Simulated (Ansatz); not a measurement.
**HfF4 (SMILES F[Hf](F)(F)F): a chain of runs**

Wanted: a geometry optimisation (PBE/def2-SVP), then the harmonic vibrations of HfF4. 

Program for the calculation: Ansatz 0.2.0.

## (1) The structure to begin with

HfF4 has 5 atoms, charge 0, and is taken as a singlet. As SMILES, `F[Hf](F)(F)F`. Geometry: relaxed at PBE0-D4/def2-TZVP. The run starts from this shape.

Bond lengths: F1–Hf2 1.897 Å, Hf2–F3 1.897 Å, Hf2–F4 1.897 Å, Hf2–F5 1.897 Å. Angles: F1–Hf2–F3 109.5°, F1–Hf2–F4 109.5°, F1–Hf2–F5 109.5°, F3–Hf2–F4 109.5°, F3–Hf2–F5 109.5°, F4–Hf2–F5 109.5°.

## (2) A structure relaxation at PBE/def2-SVP (core potential) (run 1)

Contents of in.yaml:

```yaml
crystal:
  periodic: [false, false, false]
  atoms:
    - {symbol: F, position_ang: [-0.908700, -0.112040, 1.661430]}
    - {symbol: Hf, position_ang: [-0.000000, 0.000000, -0.000000]}
    - {symbol: F, position_ang: [1.622880, -0.977200, 0.099740]}
    - {symbol: F, position_ang: [-1.093180, -0.727680, -1.368970]}
    - {symbol: F, position_ang: [0.379000, 1.816910, -0.392190]}
basis:
  gaussian:
    orbitals: def2-SVP
hamiltonian:
  xc: pbe
relax:
  f_tol: 0.002
output: {orbitals: {seedname: orbitals}}
```

The run is started by

```bash
ansatz run in.yaml --threads 1 --pin off --max-ram 3480MiB --events-out events.jsonl --progress --plain --runs-dir runs
```

Log, cut to the lines that bear on the results:

```text
Warning: RAYON_NUM_THREADS=1 ignored (pool sized by the plan → 1); use --threads N
[...]
Functional definition: PBE
  name "PBE"
[...]
906 factors; their error is unknown
[...]
mean field -12165.48739402 eV, -447.0734156668 hartree, gradient 1.3e-5 eV, S^2 0.000000; 0 other end points of the search recorded, 0 dependent functions left out
[...]
reference -12165.48746345 eV, -447.0734182182 hartree; 24, 24 occupied and 64, 64 virtual orbitals, 906 factors
relax step   1: F+E_penalty+E_count = -12165.48739402 eV  Δ(F+E_penalty+E_count) = +0.000e0 eV  max|allowed force component| = 5.777e-1 eV/Å  Δτ_max = 0.0000 Å  (23 SCF iters, accepted)
[...]
relax step   2: F+E_penalty+E_count = -12165.50956416 eV  Δ(F+E_penalty+E_count) = -2.217e-2 eV  max|allowed force component| = 2.898e-2 eV/Å  Δτ_max = 0.0197 Å  (24 SCF iters, accepted)
[...]
relax step   3: F+E_penalty+E_count = -12165.50962371 eV  Δ(F+E_penalty+E_count) = -5.955e-5 eV  max|allowed force component| = 1.736e-4 eV/Å  Δτ_max = 0.0010 Å  (26 SCF iters, accepted)
906 factors; their error is unknown
[...]
mean field -12165.50962371 eV, -447.0742325926 hartree, gradient 5.8e-6 eV, S^2 0.000000; 1 other end points of the search recorded, 0 dependent functions left out
[...]
reference -12165.50969356 eV, -447.0742351597 hartree; 24, 24 occupied and 64, 64 virtual orbitals, 906 factors
Total energy: -12165.50969356 eV, -447.0742351597 hartree
Atom 0 at    -0.917664    -0.113140     1.677812 Å, force     0.000087     0.000012    -0.000163 eV/Å
Atom 1 at    -0.000001    -0.000002     0.000002 Å, force    -0.000005    -0.000000    -0.000000 eV/Å
Atom 2 at     1.638887    -0.986841     0.100719 Å, force    -0.000151     0.000090    -0.000010 eV/Å
Atom 3 at    -1.103957    -0.734856    -1.382468 Å, force     0.000107     0.000072     0.000136 eV/Å
Atom 4 at     0.382734     1.834829    -0.396055 Å, force    -0.000038    -0.000174     0.000038 eV/Å
Dipole moment:    -0.000001     0.000000    -0.000000 e Å
```

Wall time 3.9 s (1 thread of AMD EPYC 9R45 (Zen 5), shared host); peak memory 0.18 GiB.

The path in brief:

```tsv
step	energy from the first frame kept (eV)	largest force (eV/Å)
1	0.0000	0.6032
2	-0.0222	0.0303
3	-0.0222	0.0002
```

After the run. Bond lengths: F1–Hf2 1.916 Å, Hf2–F3 1.916 Å, Hf2–F4 1.916 Å, Hf2–F5 1.916 Å. Angles: F1–Hf2–F3 109.5°, F1–Hf2–F4 109.5°, F1–Hf2–F5 109.5°, F3–Hf2–F4 109.5°, F3–Hf2–F5 109.5°, F4–Hf2–F5 109.5°.

## (3) The harmonic vibrations at PBE/def2-SVP (core potential) (run 2)

Contents of molecule.yaml:

```yaml
crystal:
  periodic: [false, false, false]
  atoms:
    - {symbol: F, position_ang: [-0.917664, -0.113140, 1.677812]}
    - {symbol: Hf, position_ang: [-0.000001, -0.000002, 0.000002]}
    - {symbol: F, position_ang: [1.638887, -0.986841, 0.100719]}
    - {symbol: F, position_ang: [-1.103957, -0.734856, -1.382468]}
    - {symbol: F, position_ang: [0.382734, 1.834829, -0.396055]}
basis:
  gaussian:
    orbitals: def2-SVP
hamiltonian:
  xc: pbe
phonons:
  temperatures: {t_min: 298.15, t_max: 298.15, t_step: 1}
```

The run is started by

```bash
ansatz run molecule.yaml --threads 1 --pin off --max-ram 3480MiB --events-out events.jsonl --progress --plain --runs-dir runs
```

Log, cut to the lines that bear on the results:

```text
Warning: RAYON_NUM_THREADS=1 ignored (pool sized by the plan → 1); use --threads N
[... 2 set-up lines as earlier in the session ...]
[...]
906 factors; their error is unknown
[...]
mean field -12165.50962371 eV, -447.0742325926 hartree, gradient 2.0e-5 eV, S^2 0.000000; 0 other end points of the search recorded, 0 dependent functions left out
[...]
reference -12165.50969356 eV, -447.0742351597 hartree; 24, 24 occupied and 64, 64 virtual orbitals, 906 factors
[...]
906 factors; their error is unknown
mean field -12165.50960870 eV, -447.0742320411 hartree, gradient 6.0e-7 eV, S^2 0.000000; 0 other end points of the search recorded, 0 dependent functions left out
[...]
reference -12165.50967855 eV, -447.0742346080 hartree; 24, 24 occupied and 64, 64 virtual orbitals, 906 factors
[...]
906 factors; their error is unknown
[...]
906 factors; their error is unknown
mean field -12165.50961399 eV, -447.0742322356 hartree, gradient 6.0e-7 eV, S^2 0.000000; 0 other end points of the search recorded, 0 dependent functions left out
[...]
reference -12165.50968385 eV, -447.0742348029 hartree; 24, 24 occupied and 64, 64 virtual orbitals, 906 factors
Total energy: -12165.50969356 eV, -447.0742351597 hartree
Atom 0 at    -0.917664    -0.113140     1.677812 Å, force     0.000085     0.000011    -0.000158 eV/Å
Atom 1 at    -0.000001    -0.000002     0.000002 Å, force    -0.000003     0.000005    -0.000009 eV/Å
Atom 2 at     1.638887    -0.986841     0.100719 Å, force    -0.000154     0.000093    -0.000011 eV/Å
Atom 3 at    -1.103957    -0.734856    -1.382468 Å, force     0.000110     0.000074     0.000138 eV/Å
Atom 4 at     0.382734     1.834829    -0.396055 Å, force    -0.000038    -0.000183     0.000039 eV/Å
Dipole moment:    -0.000000     0.000000    -0.000000 e Å
Vibrations: 152.20 152.21 152.21 160.81 160.81 658.74 658.74 658.74 664.55 cm⁻¹, zero-point energy 0.211950 eV
```

Run time: 7.2 s. Hardware: 1 thread of AMD EPYC 9R45 (Zen 5), shared host; peak memory 0.14 GiB.

## (4) Summary of results

| quantity | value |
| --- | --- |
| run 1, PBE/def2-SVP: total energy at the end | -447.07424 Eh |
| run 1, PBE/def2-SVP: dipole moment | 0.00 D |
| run 1, PBE/def2-SVP: HOMO energy | -9.87 eV |
| run 1, PBE/def2-SVP: LUMO energy | -1.66 eV |
| run 1, PBE/def2-SVP: HOMO–LUMO gap | 8.21 eV |
| run 2, PBE/def2-SVP: largest force on an atom | 0.000 eV/Å |
| run 2, PBE/def2-SVP: lowest harmonic wavenumber | 152 cm⁻¹ |
| run 2, PBE/def2-SVP: highest harmonic wavenumber | 665 cm⁻¹ |
| run 2, PBE/def2-SVP: zero-point energy | 20.5 kJ/mol |

In words: The optimisation (run 1, PBE/def2-SVP) took 2 steps and changed the energy by -0.022 eV. All 9 modes (run 2, PBE/def2-SVP) are real, so the shape is a minimum at this level.
